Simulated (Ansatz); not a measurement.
# Bi3Se: the cost of one run

Program: Ansatz 0.2.0. Level of theory: DFT PBE, scalar-relativistic, plane waves, PAW. These are calculated values, not measurements.

1 further run of the same task is left out (it didn't finish).

## 1. The starting structure

The structure is tetragonal, space group I4/mmm (No. 139). Conventional cell: a = 4.740 Å, b = 4.740 Å, c = 10.587 Å, α = 90.00°, β = 90.00°, γ = 90.00°. Around Bi (site symmetry 4/mmm) lie 4 Se at 3.35 Å and 8 Bi at 3.55 Å. Around Bi (site symmetry -4m2) lie 8 Bi at 3.35 to 3.55 Å and 4 Se at 3.55 Å. Se (site symmetry 4/mmm) is surrounded by 12 Bi at 3.35 to 3.55 Å.

Coordinates:

```xyz
4
Lattice="-2.3698 2.3698 5.2936 2.3698 -2.3698 5.2936 2.3698 2.3698 -5.2936" Properties=species:S:1:pos:R:3 pbc="T T T"
Bi    0.0000    0.0000    5.2936
Bi    2.3698    0.0000    2.6468
Bi    0.0000    2.3698    2.6468
Se    0.0000    0.0000    0.0000
```

This is candidate A: TiAl3 (D0_22) type (I4/mmm, No. 139).

(A quick probe on a coarse mesh, which set the mesh and smearing, is not shown.)

## 3. Full relaxation (candidate A)

input.yaml reads:

```yaml
crystal:
  lattice:
    - [-2.369802647, 2.369802647, 5.2935851336]
    - [2.369802647, -2.369802647, 5.2935851336]
    - [2.369802647, 2.369802647, -5.2935851336]
  atoms:
    - { symbol: Bi, position: [0.5, 0.5, 0.0] }
    - { symbol: Bi, position: [0.25, 0.75, 0.5] }
    - { symbol: Bi, position: [0.75, 0.25, 0.5] }
    - { symbol: Se, position: [0.0, 0.0, 0.0] }
basis:
  ecutwfc: 420
kpoints:
  mp_grid: { grid: [14, 14, 14] }
hamiltonian:
  xc: pbe
scf:
  occupations: { method: gaussian, width: 0.1 }
output:
  forces: true
  stress: true
  eigenvalues: true
  write_density: true
  write_potential: true
  elf: true
  volumetric_format: npy
relax:
  adjacent_minimum: "off"
  f_tol: 0.01
  max_steps: 80
  cell: { stress_tol: 0.05 }
```

Command:

```bash
ansatz run input.yaml --threads 1 --pin off --max-ram 2560MiB --backend cpu --events-out ev --progress --plain --runs-dir out
```

**Question.** How long does this run take on 1 thread of Intel Xeon 6975P-C (Granite Rapids), shared host, and how much memory does it need?

About 3.8 min, with a peak of 1 GiB.
